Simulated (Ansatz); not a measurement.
# C2H8FInOSi: small, medium and large basis sets

One table from this session's results is given with a row withheld; the runs are named, their logs left out.

Computed with Ansatz 0.2.0, Gaussian basis. Level: one geometry, several basis sets.

Levels to be run: PBE0-D4/def2-SVP; ωB97M-V/def2-SVP; PBE0-D4/def2-QZVPP; ωB97M-V/def2-QZVPP; the functionals' def2-TZVPP values are taken from earlier runs.

## The geometry

All runs share one geometry, relaxed beforehand with PBE0-D4 in a triple-zeta def2 set. In takes the def2 core potential; no spin-orbit term is included.

SMILES `CO[SiH2][CH](F)[InH2]`, 14 atoms, charge 0, spin multiplicity 1.

Atoms are counted from 1 here; the program's logs count them from 0.

Bond lengths: C1–O2 1.415 Å, C1–H7 1.094 Å, C1–H8 1.094 Å, C1–H9 1.090 Å, O2–Si3 1.685 Å, Si3–C4 1.859 Å, Si3–H10 1.486 Å, Si3–H11 1.490 Å, C4–F5 1.402 Å, C4–In6 2.231 Å, C4–H12 1.093 Å, In6–H13 1.726 Å, In6–H14 1.718 Å. Angles: O2–C1–H7 110.9°, O2–C1–H8 110.6°, O2–C1–H9 108.5°, H7–C1–H8 109.2°, H7–C1–H9 109.0°, H8–C1–H9 108.7°, C1–O2–Si3 124.7°, O2–Si3–C4 99.2°, O2–Si3–H10 108.8°, O2–Si3–H11 107.2°, C4–Si3–H10 116.6°, C4–Si3–H11 113.7°, H10–Si3–H11 110.3°, Si3–C4–F5 112.9°, Si3–C4–In6 96.2°, Si3–C4–H12 114.1°, F5–C4–In6 111.5°, F5–C4–H12 108.3° and more.

Set-up of the first run:

Input file in.yaml:

```yaml
crystal:
  periodic: [false, false, false]
  atoms:
    - {symbol: C, position_ang: [-0.172306, -2.031080, 0.657257]}
    - {symbol: O, position_ang: [0.019826, -0.662695, 0.354213]}
    - {symbol: Si, position_ang: [0.622523, -0.080248, -1.108024]}
    - {symbol: C, position_ang: [0.429783, 1.743650, -0.805304]}
    - {symbol: F, position_ang: [1.642066, 2.378141, -0.499341]}
    - {symbol: In, position_ang: [-0.870195, 1.554252, 0.997608]}
    - {symbol: H, position_ang: [-0.907378, -2.480454, -0.017406]}
    - {symbol: H, position_ang: [0.770716, -2.579830, 0.577488]}
    - {symbol: H, position_ang: [-0.537014, -2.110080, 1.681467]}
    - {symbol: H, position_ang: [2.010054, -0.581515, -1.287548]}
    - {symbol: H, position_ang: [-0.259657, -0.605686, -2.187391]}
    - {symbol: H, position_ang: [-0.044101, 2.285507, -1.627122]}
    - {symbol: H, position_ang: [-2.558725, 1.303609, 0.739987]}
    - {symbol: H, position_ang: [-0.145601, 1.866421, 2.524108]}
basis:
  gaussian: {orbitals: def2-SVP}
hamiltonian: {xc: pbe0, dispersion: d4}
output: {orbitals: {seedname: orbitals}}
```

Run with:

```bash
> ansatz run in.yaml --threads 2 --pin off --events-out ev --progress --plain --max-ram 22528MiB --backend cpu
```

Among the steps run: PBE0-D4 in def2-SVP; ωB97M-V in def2-SVP; PBE0-D4 in def2-QZVPP; ωB97M-V in def2-QZVPP.

One table of the session follows, with a row left open; its other results are not shown here.

It belongs to the step «Functionals by basis». 

| functional | basis | HOMO (eV) |
| --- | --- | --- |
| PBE0-D4 | def2-SVP | -6.68 |
| PBE0-D4 | def2-TZVPP | -6.78 |
| PBE0-D4 | def2-QZVPP | -6.81 |
| ωB97M-V | def2-SVP | -8.80 |
| ωB97M-V | def2-TZVPP | -8.93 |
| ωB97M-V | def2-QZVPP | ? |

**Question.** Estimate the row for ωB97M-V, def2-QZVPP.

The run gave: HOMO (eV): -8.95. In the column «HOMO (eV)» it is the lowest.
